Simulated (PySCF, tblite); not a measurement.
# C₇H₄FP: geometry, infrared bands and NMR shifts

Aim: predict the infrared bands and NMR shifts of C₇H₄FP (`Fc1ccccc1C#P`).

Programs: tblite 0.8.0 and PySCF 2.14.0, with density-fitted response routines of our own. Each step states its level of theory. These are calculated values for one molecule in the gas phase, unless marked as measured. Atoms are numbered from 0 throughout.

### Step 1. The starting structure

13 atoms, charge 0, multiplicity 1; geometry from: force field or distance geometry start.

Bonds of the start (Å): F0–C1 1.36, C1–C2 1.37, C2–C3 1.39, C3–C4 1.41, C4–C5 1.38, C5–C6 1.39, C6–C7 1.44, C7–P8 1.55, C6–C1 1.39, C2–H9 1.10, C3–H10 1.08, C4–H11 1.08, C5–H12 1.09.

### Step 2. Geometry optimisation with GFN2-xTB

Job settings and geometry (Å):

```
{"job": {"kind": "relax", "xc": "GFN2-xTB", "basis": "xTB"}, "charge": 0, "multiplicity": 1}
F      1.023600     2.364400     0.142600
C      0.309900     1.210300     0.055900
C     -1.061400     1.191700     0.017100
C     -1.763200    -0.010100    -0.074600
C     -1.061500    -1.227900    -0.086500
C      0.315500    -1.168400    -0.042600
C      1.022000     0.021700     0.035200
C      2.462200    -0.036500     0.093800
P      4.012300    -0.097900     0.121100
H     -1.668500     2.104000     0.036700
H     -2.846700    -0.048100    -0.109100
H     -1.585500    -2.175200    -0.153700
H      0.837000    -2.127500    -0.053500
```

Run with:

```sh
OMP_NUM_THREADS=1 python probes_run.py task.json out
```

The driver reads the jobs from task.json and runs them one after another.

**Question.** This job is followed by: GFN2-xTB harmonic vibrations, gas phase; GIAO PBE0/pcSseg-1 NMR shielding, non-relativistic, gas phase. What will the session give for the following? strongest single infrared mode (GFN2-xTB); zero-point energy (GFN2-xTB); 13C shifts against TMS (PBE0/pcSseg-1); 1H shifts against TMS (PBE0/pcSseg-1); 19F shifts against CFCl3 (PBE0/pcSseg-1); 31P shifts against H3PO4 (PBE0/pcSseg-1).

As calculated:

```
                                 quantity                                                value
strongest single infrared mode (GFN2-xTB)                                 1446 cm⁻¹, 53 km/mol
             zero-point energy (GFN2-xTB)                                        53.5 kcal/mol
   13C shifts against TMS (PBE0/pcSseg-1)  177.9, 167.1, 143.9, 136.6, 128.8, 122.0, 121.3 ppm
    1H shifts against TMS (PBE0/pcSseg-1)                           7.98, 7.58, 7.35, 7.33 ppm
 19F shifts against CFCl3 (PBE0/pcSseg-1)                                           -103.4 ppm
 31P shifts against H3PO4 (PBE0/pcSseg-1)                                             59.4 ppm
```

**Reading.** Over 27 steps the energy fell by 0.134 eV; of the close pairs, C6–C7 changed most, 1.443 to 1.399 Å. No mode is imaginary among the 33: a minimum at this level. The strongest single mode, at 1446 cm⁻¹, is spread over several atoms, C1, C2, C5, C6 among them. Unscaled tight-binding wavenumbers are off by several per cent, some by more. Its intensities can rank the bands wrongly. At PBE0/pcSseg-1: Shielding is most anisotropic at P8 (span 593 ppm, paramagnetic term -711 ppm). NICS(1)zz of -26 ppm above the planar ring from C1 marks a diatropic (aromatic) ring current.
